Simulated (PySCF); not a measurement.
# C₅H₁₆BNOSi: NMR shifts in solvents

Aim: compute the NMR shifts of C₅H₁₆BNOSi (`C[N+]1(C)CCC[B@H-]1O[SiH3]`), and see what a dielectric continuum does where one was used.

Programs: PySCF 2.14.0, with density-fitted response routines of our own. Each step states its level of theory. These are calculated values for one molecule, in the gas phase or a continuum, unless marked as measured. Atoms are numbered from 0 throughout.

**1. The starting structure**

25 atoms, charge 0, multiplicity 1; geometry from: GFN2-xTB. The atoms were then displaced at random by about 0.01 Å, so the start is not that level's minimum.

Bonds of the start (Å): C0–N1 1.48, N1–C2 1.47, N1–C3 1.47, C3–C4 1.52, C4–C5 1.53, C5–B6 1.65, B6–O7 1.41, O7–Si8 1.58, B6–N1 1.72, C0–H9 1.11, C0–H10 1.06, C0–H11 1.07, C2–H12 1.10, C2–H13 1.10, C2–H14 1.09, C3–H15 1.13, C3–H16 1.06, C4–H17 1.11, C4–H18 1.09, C5–H19 1.09, C5–H20 1.08, B6–H21 1.21, Si8–H22 1.46, Si8–H23 1.47, Si8–H24 1.46.

**2. Relaxing the molecule at PBE0-D3(BJ)/def2-SVP**

The job: settings as JSON, then the geometry in Å.

```
{"job": {"xc": "PBE0", "basis": "def2-SVP", "d3": "d3bj", "grid": 1, "shake": 0.01, "kind": "geom"}, "charge": 0, "multiplicity": 1}
C     -0.576490    -1.909900     0.565910
N     -0.808880    -0.536570     0.056570
C     -2.083330    -0.476880    -0.683290
C     -0.749740     0.452030     1.145440
C     -0.619270     1.819050     0.500430
C      0.327790     1.630060    -0.686940
B      0.488920     0.010500    -0.931530
O      1.668250    -0.554620    -0.400180
Si     2.954500    -0.386720     0.508510
H     -1.395420    -2.169800     1.266290
H      0.355900    -1.942950     1.074530
H     -0.575600    -2.579210    -0.268270
H     -2.208590     0.513470    -1.140260
H     -2.925090    -0.669160    -0.002080
H     -2.057080    -1.229000    -1.467910
H     -1.684580     0.383510     1.775280
H      0.093580     0.243540     1.761120
H     -0.225650     2.534920     1.247280
H     -1.586830     2.205590     0.189550
H     -0.067630     2.170430    -1.550210
H      1.292710     2.049110    -0.464960
H      0.256170    -0.426010    -2.033650
H      3.408740    -1.758610     0.703780
H      3.974410     0.414620    -0.190810
H      2.695600     0.224650     1.803420
```

Run with:

```
$ OMP_NUM_THREADS=1 python probes_run.py task.json out
```

The driver reads the jobs from task.json and runs them one after another.

Output:

```text
step   0  E = -643.67768845  max force = 0.046417
step   1  E = -643.68801343  max force = 0.009231
step   2  E = -643.68860584  max force = 0.004507
step   3  E = -643.68898219  max force = 0.005561
step   4  E = -643.68933578  max force = 0.006153
step   5  E = -643.68953589  max force = 0.003537
step   6  E = -643.68970188  max force = 0.001331
step   7  E = -643.68974701  max force = 0.001409
step   8  E = -643.68984811  max force = 0.002069
step   9  E = -643.68988394  max force = 0.001396
step  10  E = -643.68991360  max force = 0.000675
step  11  E = -643.68992784  max force = 0.000824
step  12  E = -643.68993151  max force = 0.000999
step  13  E = -643.68993971  max force = 0.000729
step  14  E = -643.68994599  max force = 0.000266
optimisation converged
```

It took 10 min on 1 thread of Intel Xeon at 2.70GHz, shared host; peak memory 0.94 GiB.

Relaxation path:

```csv
step,energy from step 0 (eV),largest force component (eV/Å)
0,0.0000,2.3869
1,-0.2810,0.4747
2,-0.2971,0.2318
3,-0.3073,0.2860
4,-0.3169,0.3164
5,-0.3224,0.1819
6,-0.3269,0.0684
7,-0.3281,0.0725
8,-0.3309,0.1064
9,-0.3319,0.0718
10,-0.3327,0.0347
11,-0.3331,0.0424
12,-0.3332,0.0514
13,-0.3334,0.0375
14,-0.3335,0.0137
```

Close pairs (by a distance rule), those that changed most:

```csv
bond,before (Å),after (Å),change (Å)
O7–Si8,1.584,1.642,+0.058
Si8–H24,1.455,1.505,+0.049
B6–O7,1.412,1.448,+0.037
Si8–H22,1.458,1.494,+0.036
C3–H16,1.065,1.099,+0.035
N1–B6,1.720,1.687,-0.034
C0–H10,1.063,1.095,+0.033
C0–H11,1.070,1.098,+0.029
```

The end geometry stands in the next job.

```csv
at the end point,value
point group (found at 0.08 Å tolerance),C1
"rotational constants (GHz, main isotopes)","2.116, 1.018, 0.855"
dipole moment (D),4.57
```

**3. NMR shieldings: PBE0/pcSseg-1 in chloroform**

The job: settings as JSON, then the geometry in Å.

```
{"job": {"kind": "nmr", "xc": "PBE0", "basis": "pcSseg-1", "solvent": "chloroform", "pop": true}, "charge": 0, "multiplicity": 1}
C     -0.558606    -2.161386     0.289018
N     -0.644924    -0.747179    -0.086497
C     -1.837206    -0.517866    -0.910587
C     -0.631398     0.145039     1.098448
C     -0.327171     1.552631     0.591181
C      0.561559     1.391174    -0.662007
B      0.721565    -0.211368    -0.917964
O      1.829150    -0.833337    -0.222544
Si     3.211995    -0.225999     0.422191
H     -1.419081    -2.448906     0.914093
H      0.382120    -2.325125     0.825737
H     -0.546724    -2.772277    -0.623303
H     -1.865230     0.525087    -1.245862
H     -2.750756    -0.743432    -0.337312
H     -1.786331    -1.162004    -1.796693
H     -1.577427     0.053842     1.658526
H      0.183902    -0.215303     1.741865
H      0.154617     2.131167     1.393749
H     -1.264329     2.084828     0.360565
H      0.120577     1.917455    -1.522964
H      1.547352     1.862767    -0.512156
H      0.586475    -0.627127    -2.068271
H      4.040786    -1.371568     0.905284
H      4.018783     0.567606    -0.558352
H      2.937338     0.664196     1.603674
```

Level: GIAO PBE0/pcSseg-1 NMR shielding, non-relativistic, IEF-PCM chloroform.

Output:

```text
coarse grid: 20208 points
cycle   1  E = -643.7660750798  dE =  8.433e-01  |g| = 8.273e-01  |ddm| = 4.233e+00
cycle   2  E = -643.5208719808  dE =  2.452e-01  |g| = 1.392e+00  |ddm| = 2.292e+00
cycle   3  E = -643.9026030958  dE = -3.817e-01  |g| = 1.299e-01  |ddm| = 1.677e+00
cycle   4  E = -643.9052260561  dE = -2.623e-03  |g| = 6.475e-02  |ddm| = 1.475e-01
cycle   5  E = -643.9061427379  dE = -9.167e-04  |g| = 9.457e-03  |ddm| = 5.217e-02
cycle   6  E = -643.9061572159  dE = -1.448e-05  |g| = 4.246e-03  |ddm| = 1.027e-02
cycle   7  E = -643.9061612912  dE = -4.075e-06  |g| = 7.030e-04  |ddm| = 3.945e-03
final grid: 187328 points
cycle   8  E = -643.9669884489  dE = -7.913e-05  |g| = 1.023e-02  |ddm| = 4.946e-02
cycle   9  E = -643.9669752908  dE =  1.316e-05  |g| = 1.291e-02  |ddm| = 1.960e-02
cycle  10  E = -643.9670131543  dE = -3.786e-05  |g| = 1.521e-03  |ddm| = 1.115e-02
cycle  11  E = -643.9670135783  dE = -4.240e-07  |g| = 3.339e-04  |ddm| = 1.499e-03
cycle  12  E = -643.9670135978  dE = -1.947e-08  |g| = 9.737e-05  |ddm| = 3.483e-04
cycle  13  E = -643.9670135995  dE = -1.760e-09  |g| = 3.545e-05  |ddm| = 1.018e-04
cycle  14  E = -643.9670135998  dE = -2.747e-10  |g| = 5.769e-06  |ddm| = 3.294e-05
converged SCF energy = -643.9670135998

GIAO shielding tensors (ppm)
atom      isotropic    diamagn.    paramagn.     s11        s22        s33       span
  0 C      139.545     246.987    -107.442    111.983    125.044    181.608     69.625
  1 N      188.811     324.420    -135.609    167.092    188.398    210.943     43.851
  2 C      140.474     248.897    -108.423    110.862    126.467    184.092     73.230
  3 C      124.220     251.969    -127.750     85.244    121.729    165.685     80.441
  4 C      161.089     248.907     -87.818    132.821    170.838    179.608     46.787
  5 C      170.164     255.396     -85.232    156.020    170.467    184.004     27.983
  6 B       97.160     187.203     -90.043     85.149     99.158    107.172     22.022
  7 O      300.806     397.291     -96.485    233.071    307.198    362.149    129.078
  8 Si     400.278     879.036    -478.758    351.833    365.312    483.687    131.855
  9 H       29.105      29.460      -0.355     25.009     26.502     35.803     10.795
 10 H       28.193      30.638      -2.445     22.503     28.885     33.191     10.688
 11 H       28.926      29.711      -0.785     25.116     25.443     36.220     11.104
 12 H       28.780      31.814      -3.034     23.181     28.289     34.871     11.690
 13 H       29.357      30.209      -0.851     25.415     26.102     36.556     11.141
 14 H       28.951      30.591      -1.639     24.802     26.212     35.840     11.038
 15 H       28.967      32.671      -3.704     24.555     27.747     34.598     10.044
 16 H       28.513      34.077      -5.564     25.524     27.179     32.836      7.312
 17 H       29.470      31.109      -1.639     24.942     26.882     36.586     11.644
 18 H       29.493      31.768      -2.275     24.831     26.997     36.653     11.822
 19 H       30.501      32.970      -2.469     26.265     27.905     37.333     11.067
 20 H       30.779      33.730      -2.951     27.062     28.351     36.924      9.863
 21 H       28.361      32.701      -4.340     25.368     28.588     31.126      5.758
 22 H       26.514      28.164      -1.650     23.045     24.434     32.063      9.017
 23 H       26.406      28.603      -2.197     23.074     24.137     32.008      8.934
 24 H       26.440      30.138      -3.698     22.667     25.378     31.277      8.610
```

It took 2.2 min on 1 thread of Intel Xeon at 2.70GHz, shared host; peak memory 1.3 GiB.

The references, computed at this level on geometries of the same kind, shield at (ppm): ¹H TMS 31.25, ¹³C TMS 185.2, ²⁹Si TMS 351.9, ¹⁵N NH3 267.8, ¹⁷O H2O 341.0, ¹¹B BF3·OEt2 101.2. Their shielding less the atom's gives the shift. The references are single molecules in the same continuum, so shifts against H2O, NH3, PH3, H3PO4 or CFCl3 are not on the usual liquid scales and can be off by tens of ppm. Atoms listed in one row are averaged.

```csv
atoms,environment,σ (ppm),δ (ppm)
C3,sp3 CH2 bonded to N,124.2,60.9
C0,methyl carbon bonded to N,139.5,45.6
C2,methyl carbon bonded to N,140.5,44.7
C4,sp3 CH2 in a ring,161.1,24.1
C5,sp3 CH2 bonded to B,170.2,15.0
"H22, H23, H24",hydrogen on a silicon bonded to O,26.45,4.79
H21,"hydrogen on a boron bonded to C, N, O, in a 5-membered ring",28.36,2.89
H16,hydrogen on an sp3 CH2 bonded to N,28.51,2.73
"H9, H10, H11",hydrogen on a methyl carbon bonded to N,28.74,2.51
H15,hydrogen on an sp3 CH2 bonded to N,28.97,2.28
"H12, H13, H14",hydrogen on a methyl carbon bonded to N,29.03,2.22
H17,hydrogen on an sp3 CH2 in a ring,29.47,1.78
H18,hydrogen on an sp3 CH2 in a ring,29.49,1.75
H19,hydrogen on an sp3 CH2 bonded to B,30.50,0.75
H20,hydrogen on an sp3 CH2 bonded to B,30.78,0.47
N1,donor nitrogen of a Lewis adduct,188.8,79.0
B6,"boron bonded to C, N, O, H, in a 5-membered ring",97.2,4.0
O7,"oxygen bonded to B, Si",300.8,40.2
Si8,"silicon bonded to O, 3 H",400.3,-48.4
```

Charges from the same density, by scheme (e):

```csv
atoms,Mulliken,IAO,Hirshfeld,ESP fit
C0,-0.08,-0.30,-0.05,-0.58
N1,-0.69,-0.03,0.03,0.33
C2,-0.09,-0.30,-0.05,-0.56
C3,-0.05,-0.15,-0.01,-0.17
C4,-0.22,-0.26,-0.07,-0.13
C5,-0.50,-0.41,-0.16,-0.33
B6,0.54,0.12,0.07,0.34
O7,-0.73,-0.71,-0.29,-0.53
Si8,0.64,0.84,0.36,0.55
```

Mayer bond orders: C0–N1 0.92, N1–C2 0.91, N1–C3 0.87, C3–C4 1.05, C4–C5 1.01, C5–B6 0.90, B6–O7 0.83, O7–Si8 1.01, B6–N1 0.54.

Ring of atoms N1, C3, C4, C5, B6: NICS(0) -5.7, NICS(1) -3.9, NICS(1)zz -5.4 ppm (means of both faces). The ring holds saturated atoms, so no π current runs round it: these values come from its σ bonds, any local π bonds and neighbouring rings, and say nothing of aromaticity.

**4. Nuclear shieldings: PBE0/pcSseg-1 in water**

Settings changed since step 3:

```diff
@@ -1,2 +1,2 @@
-{"job": {"kind": "nmr", "xc": "PBE0", "basis": "pcSseg-1", "solvent": "chloroform", "pop": true}, "charge": 0, "multiplicity": 1}
+{"job": {"kind": "nmr", "xc": "PBE0", "basis": "pcSseg-1", "solvent": "water", "pop": false}, "charge": 0, "multiplicity": 1}
 C     -0.558606    -2.161386     0.289018
```

Level: GIAO PBE0/pcSseg-1 NMR shielding, non-relativistic, IEF-PCM water.

Output:

```text
coarse grid: 20208 points
cycle   1  E = -643.7711440924  dE =  8.384e-01  |g| = 8.231e-01  |ddm| = 4.233e+00
cycle   2  E = -643.5374570050  dE =  2.337e-01  |g| = 1.371e+00  |ddm| = 2.247e+00
cycle   3  E = -643.9058236908  dE = -3.684e-01  |g| = 1.257e-01  |ddm| = 1.633e+00
cycle   4  E = -643.9082852545  dE = -2.462e-03  |g| = 6.223e-02  |ddm| = 1.411e-01
cycle   5  E = -643.9091365831  dE = -8.513e-04  |g| = 8.943e-03  |ddm| = 5.043e-02
cycle   6  E = -643.9091494307  dE = -1.285e-05  |g| = 4.091e-03  |ddm| = 1.017e-02
cycle   7  E = -643.9091532049  dE = -3.774e-06  |g| = 6.711e-04  |ddm| = 3.708e-03
final grid: 187328 points
cycle   8  E = -643.9699500187  dE = -7.944e-05  |g| = 1.019e-02  |ddm| = 4.940e-02
cycle   9  E = -643.9699373829  dE =  1.264e-05  |g| = 1.280e-02  |ddm| = 1.948e-02
cycle  10  E = -643.9699745493  dE = -3.717e-05  |g| = 1.506e-03  |ddm| = 1.097e-02
cycle  11  E = -643.9699749615  dE = -4.121e-07  |g| = 3.307e-04  |ddm| = 1.464e-03
cycle  12  E = -643.9699749808  dE = -1.930e-08  |g| = 9.646e-05  |ddm| = 3.524e-04
cycle  13  E = -643.9699749825  dE = -1.745e-09  |g| = 3.503e-05  |ddm| = 1.021e-04
cycle  14  E = -643.9699749828  dE = -2.678e-10  |g| = 5.595e-06  |ddm| = 3.290e-05
converged SCF energy = -643.9699749828

GIAO shielding tensors (ppm)
atom      isotropic    diamagn.    paramagn.     s11        s22        s33       span
  0 C      139.839     247.100    -107.261    112.160    125.463    181.893     69.732
  1 N      188.751     324.251    -135.500    166.657    188.477    211.120     44.464
  2 C      140.757     249.000    -108.243    111.265    126.632    184.374     73.110
  3 C      124.640     251.937    -127.297     85.944    121.949    166.028     80.083
  4 C      161.247     248.984     -87.737    132.907    171.017    179.815     46.909
  5 C      170.418     255.483     -85.065    156.564    170.501    184.188     27.624
  6 B       97.183     187.230     -90.047     85.039     99.403    107.109     22.070
  7 O      301.489     397.282     -95.793    234.969    307.508    361.992    127.023
  8 Si     400.072     879.044    -478.972    351.568    365.355    483.291    131.723
  9 H       28.939      29.300      -0.361     24.811     26.327     35.679     10.868
 10 H       28.263      30.726      -2.463     22.601     28.916     33.271     10.670
 11 H       28.949      29.714      -0.764     25.121     25.471     36.256     11.135
 12 H       28.784      31.801      -3.016     23.176     28.288     34.889     11.714
 13 H       29.195      30.045      -0.850     25.221     25.925     36.440     11.219
 14 H       28.979      30.594      -1.615     24.826     26.219     35.892     11.067
 15 H       28.813      32.500      -3.687     24.373     27.541     34.524     10.151
 16 H       28.506      34.045      -5.539     25.478     27.180     32.860      7.382
 17 H       29.480      31.127      -1.647     24.932     26.885     36.623     11.690
 18 H       29.421      31.696      -2.275     24.760     26.897     36.607     11.847
 19 H       30.541      32.989      -2.448     26.304     27.952     37.366     11.062
 20 H       30.859      33.794      -2.936     27.159     28.437     36.981      9.822
 21 H       28.485      32.943      -4.458     25.507     28.771     31.176      5.669
 22 H       26.527      28.183      -1.656     23.049     24.449     32.084      9.035
 23 H       26.440      28.660      -2.219     23.114     24.170     32.037      8.922
 24 H       26.429      30.106      -3.677     22.653     25.374     31.261      8.608
```

Wall time 1.9 min (1 thread of Intel Xeon at 2.70GHz, shared host); peak memory 1.3 GiB.

In short: δ C3 60.9, C0 45.7, C2 44.7, C4 24.3, H22 4.77, H21 2.75 ppm (means over like atoms).

**5. Comparing the runs: NMR shifts**

Shifts (ppm) of some atoms, chosen among heavy atoms and hydrogens apart, with basis size and wall time:

```csv
run,C4,H21,H15,N1,B6,O7,Si8,functions,time
PBE0/pcSseg-1 in chloroform,24.1,2.89,2.28,79.0,4.0,40.2,-48.4,240,2.2 min
PBE0/pcSseg-1 in water,24.3,2.75,2.43,79.8,4.2,41.7,-48.3,240,1.9 min
```

The continuum's effect on the ground state:

```csv
solvent,ε,polarisation energy (Eh),μ (D)
chloroform,4.71,-0.0073,5.45
water,78.36,-0.0115,5.90
```

**6. Summary of results**

| quantity | value |
| --- | --- |
| point group | C1 |
| rotational constants (main isotopes) | 2.12, 1.02, 0.86 GHz |
| ¹³C shifts against TMS (PBE0/pcSseg-1, chloroform) | 60.9, 45.6, 44.7, 24.1, 15.0 ppm |
| ¹H shifts against TMS (PBE0/pcSseg-1, chloroform, means over atoms taken as alike) | 4.79, 2.89, 2.73, 2.51, 2.28, 2.22, 1.78, 1.75, 0.75, 0.47 ppm |
| ¹⁵N shifts against NH3 (PBE0/pcSseg-1, chloroform) | 79.0 ppm |
| ¹¹B shifts against BF3·OEt2 (PBE0/pcSseg-1, chloroform) | 4.0 ppm |
| ¹⁷O shifts against H2O (PBE0/pcSseg-1, chloroform) | 40.2 ppm |
| ²⁹Si shifts against TMS (PBE0/pcSseg-1, chloroform) | -48.4 ppm |
| range of the shift of O7 | 40.2 to 41.7 ppm |

What this shows: The start of the PBE0/def2-SVP relaxation was shaken at random by about 0.01 Å, so part of the energy gained, and of the first lengths quoted, undoes that. The optimisation took 14 steps and gained 0.334 eV; among the close pairs (by a distance rule), O7–Si8 changed most, from 1.584 to 1.642 Å. The most deshielded carbon is C3 (sp3 CH2 bonded to N), at 60.9 ppm: pulled downfield by the heteroatom. In ppm, O7 moves most: its shift spreads over 1.5 ppm, from 40.2 (PBE0/pcSseg-1 in chloroform) to 41.7 (PBE0/pcSseg-1 in water). Each shift counts from a reference computed in the same medium, and that reference moves with the solvent too, so shifts and shieldings show the solvent's effect differently. The continuum holds electrostatics alone: no hydrogen bonds to the solvent, and the gas-phase geometry is kept.
